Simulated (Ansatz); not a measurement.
**Ta3N2: from a guess to a relaxed structure**

Aim: relax a trial structure of Ta3N2 and see where it ends.

Method: DFT PBE, scalar-relativistic, plane waves, PAW, in Ansatz 0.2.0.

## Step 1: The starting structure

Symmetry: P-6m2, No. 187, hexagonal system. Conventional cell: a = 3.403 Å, b = 3.403 Å, c = 7.399 Å, α = 90.00°, β = 90.00°, γ = 120.00°. Ta (site symmetry 3m) is surrounded by 1 Ta at 1.93 Å and 3 N at 2.30 Å. Ta (site symmetry -6m2) is surrounded by 2 Ta at 1.93 Å and 6 N at 2.10 Å. N (site symmetry 3m) has 1 N at 1.47 Å and 3 Ta at 2.10 Å as nearest neighbours.

As a file:

```cif
data_structure
_symmetry_space_group_name_H-M 'P 1'
_symmetry_Int_Tables_number 1
_cell_length_a 3.4026
_cell_length_b 3.4026
_cell_length_c 7.3991
_cell_angle_alpha 90.000
_cell_angle_beta 90.000
_cell_angle_gamma 120.000
_cell_volume 74.19
loop_
_atom_site_label
_atom_site_type_symbol
_atom_site_fract_x
_atom_site_fract_y
_atom_site_fract_z
_atom_site_occupancy
Ta1 Ta 0.00000 0.00000 0.26140 1
Ta2 Ta 0.00000 0.00000 0.73860 1
Ta3 Ta 0.00000 0.00000 0.00000 1
N1 N 0.66667 0.33333 0.90051 1
N2 N 0.66667 0.33333 0.09949 1
```

The cell is invented: random cell by space group and Wyckoff sites (P-6m2, No. 187). Lengths come from tabulated atomic sizes and are only a guess.

## Step 2: A first look at the guess

input.yaml reads:

```yaml
crystal:
  lattice:
    - [3.4026102, 0.0, 0.0]
    - [-1.7013051, 2.94674687, 0.0]
    - [0.0, 0.0, 7.39909342]
  atoms:
    - { symbol: Ta, position: [0.0, 0.0, 0.26139787] }
    - { symbol: Ta, position: [0.0, 0.0, 0.73860213] }
    - { symbol: Ta, position: [0.0, 0.0, 0.0] }
    - { symbol: "N", position: [0.66666667, 0.33333333, 0.9005138] }
    - { symbol: "N", position: [0.66666667, 0.33333333, 0.0994862] }
basis:
  ecutwfc: 420
kpoints:
  mp_grid: { grid: [6, 6, 4] }
hamiltonian:
  xc: pbe
scf:
  occupations: { method: gaussian, width: 0.1 }
  lower_state_search: "off"
output:
  forces: true
  stress: true
  eigenvalues: true
```

Started as:

```console
$ ansatz run input.yaml --threads 1 --pin off --max-ram 2560MiB --backend cpu --events-out ev --progress --plain --runs-dir out
```

Further runs follow: spin check on a coarse mesh; coarse relaxation; relaxation on the finer mesh.

Before running it: what results should come out? Wanted: conventional cell; volume; energy over the elements; gap on the mesh.

**Answer**, as computed:

| quantity | value |
| --- | --- |
| symmetry at the end (tolerance 0.05 Å) | space group P-6m2 (No. 187) |
| conventional cell | a = 2.944 Å, b = 2.944 Å, c = 8.591 Å, α = 90.00°, β = 90.00°, γ = 120.00° |
| volume | 12.89 Å³/atom |
| energy over the elements (uncorrected; H, N, O, F and Cl as molecules) | -0.58 eV/atom |
| gap on the mesh | none (metal) |

What this shows: The space group P-6m2 (No. 187) is kept, and the volume per atom shrinks by 13.1 % from the first guess. A negative formation energy is needed for stability but isn't enough; other structures and compounds were not set against it here. No finished test with a distortion of lower symmetry is shown, so the end may be a saddle point. The runs treat Ta without spin-orbit coupling. A spin-polarised run here lost its starting moments, which speaks against magnetism, though one start doesn't rule it out. Where forces pass 15 eV/Å atoms stand far too close, the PAW spheres overlap strongly and those numbers are rough. Other magnetic orders were not searched.
